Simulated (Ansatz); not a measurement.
**InNH4 (SMILES [NH2][InH2]): HF/def2-SVP (core potential)**

Aim: the energy change on altering one bond length of InNH4 at HF/def2-SVP (core potential), from 2 runs. 

Program for the calculation: Ansatz 0.2.0.

47 further runs of the same task are left out: 47 set aside as unsound or not needed.

## (1) The structure to begin with

InNH4 has 6 atoms, charge 0, and is taken as a singlet. As SMILES, `[NH2][InH2]`. Geometry: relaxed at PBE0-D4/def2-TZVP.

Bond lengths: N1–In2 2.007 Å, N1–H3 1.006 Å, N1–H4 1.006 Å, In2–H5 1.712 Å, In2–H6 1.712 Å. Angles: N1–In2–H5 115.0°, N1–In2–H6 115.0°, In2–N1–H3 124.3°, In2–N1–H4 124.3°, H5–In2–H6 130.0°, H3–N1–H4 111.3°.

## (2) The energy at HF/def2-SVP (core potential)

Input file run.yaml:

```yaml
basis:
  gaussian: {orbitals: def2-SVP}
crystal:
  periodic: [false, false, false]
  atoms:
    - {symbol: N, position_ang: [-0.092200, -1.060500, 0.036600]}
    - {symbol: In, position_ang: [0.095300, 0.935900, -0.048300]}
    - {symbol: H, position_ang: [-0.598000, -1.552900, 0.753400]}
    - {symbol: H, position_ang: [0.311900, -1.697300, -0.629300]}
    - {symbol: H, position_ang: [1.012500, 1.520500, -1.370700]}
    - {symbol: H, position_ang: [-0.687400, 1.790300, 1.212100]}
hamiltonian: {xc: hf}
accuracy: high
output: {orbitals: {seedname: orbitals}}
```

Started as:

```bash
$ ansatz run run.yaml --threads 1 --pin off --max-ram 3480MiB --events-out events.jsonl --progress --plain --runs-dir runs
```

Log:

```text
Warning: RAYON_NUM_THREADS=1 ignored (pool sized by the plan → 1); use --threads N
Functional definition: HF
  name "HF"
  exchange = exact_x
  correlation = 0
1456 factors; integrals over basis functions are off by at most 3.0e-9 eV
mean field evaluation 1: about -6688.8924 eV, gradient 3.4e1 eV
mean field evaluation 2: about -6688.9065 eV, gradient 3.4e1 eV
mean field evaluation 4: about -6691.6120 eV, gradient 2.1e0 eV
mean field evaluation 8: about -6691.6323 eV, gradient 2.8e-4 eV
mean field -6691.63229783 eV, -245.9129511941 hartree, gradient 1.8e-8 eV, S^2 0.000000; 0 other end points of the search recorded, 0 dependent functions left out
reference -6691.63229783 eV, -245.9129511941 hartree; 16, 16 occupied and 44, 44 virtual orbitals, 1456 factors
Total energy: -6691.63229783 eV, -245.9129511941 hartree
```

Run time: 2.2 s. Hardware: 1 thread of Arm Neoverse N1, shared host; peak memory 0.13 GiB.

## (3) The distorted shape, same level

Input file input.yaml:

```yaml
crystal:
  periodic: [false, false, false]
  atoms:
    - {symbol: N, position_ang: [-0.152810, -0.964988, 0.136476]}
    - {symbol: In, position_ang: [0.034690, 1.031412, 0.051576]}
    - {symbol: H, position_ang: [-0.658610, -1.457388, 0.853276]}
    - {symbol: H, position_ang: [0.311900, -1.697300, -0.629300]}
    - {symbol: H, position_ang: [0.951890, 1.616012, -1.270824]}
    - {symbol: H, position_ang: [-0.748010, 1.885812, 1.311976]}
basis:
  gaussian:
    orbitals: def2-SVP
accuracy: high
hamiltonian:
  xc: hf
output:
  orbitals: {seedname: orbitals}
```

Started as:

```bash
$ ansatz run input.yaml --threads 1 --pin off --max-ram 3480MiB --events-out events.jsonl --progress --plain --runs-dir runs
```

Log:

```text
Warning: RAYON_NUM_THREADS=1 ignored (pool sized by the plan → 1); use --threads N
[... 4 set-up lines as earlier in the session ...]
1460 factors; integrals over basis functions are off by at most 3.3e-9 eV
mean field evaluation 1: about -6688.5280 eV, gradient 3.3e1 eV
mean field evaluation 2: about -6688.5424 eV, gradient 3.3e1 eV
mean field evaluation 4: about -6691.1559 eV, gradient 2.1e0 eV
mean field evaluation 8: about -6691.1767 eV, gradient 3.4e-4 eV
mean field -6691.17673805 eV, -245.8962096807 hartree, gradient 1.2e-8 eV, S^2 0.000000; 0 other end points of the search recorded, 0 dependent functions left out
reference -6691.17673805 eV, -245.8962096807 hartree; 16, 16 occupied and 44, 44 virtual orbitals, 1460 factors
Total energy: -6691.17673805 eV, -245.8962096807 hartree
```

Wall time 2.2 s (1 thread of Arm Neoverse N1, shared host); peak memory 0.13 GiB.

## (4) Summary of results

At HF/def2-SVP (core potential):

| quantity | value |
| --- | --- |
| first shape: total energy | -245.91295 Eh |
| first shape: HOMO energy | -10.09 eV |
| first shape: LUMO energy | 1.51 eV |
| first shape: HOMO–LUMO gap | 11.60 eV |
| distorted shape: total energy | -245.89621 Eh |
| distorted shape: HOMO energy | -10.06 eV |
| distorted shape: LUMO energy | 1.52 eV |
| distorted shape: HOMO–LUMO gap | 11.57 eV |
| energy change with the N1–H4 bond stretched from 1.006 to 1.157 Å | 0.456 eV |

With the N1–H4 bond stretched from 1.006 to 1.157 Å the energy rises by 0.46 eV (10.5 kcal/mol). The first shape isn't relaxed at this level, so the change isn't measured from a minimum.
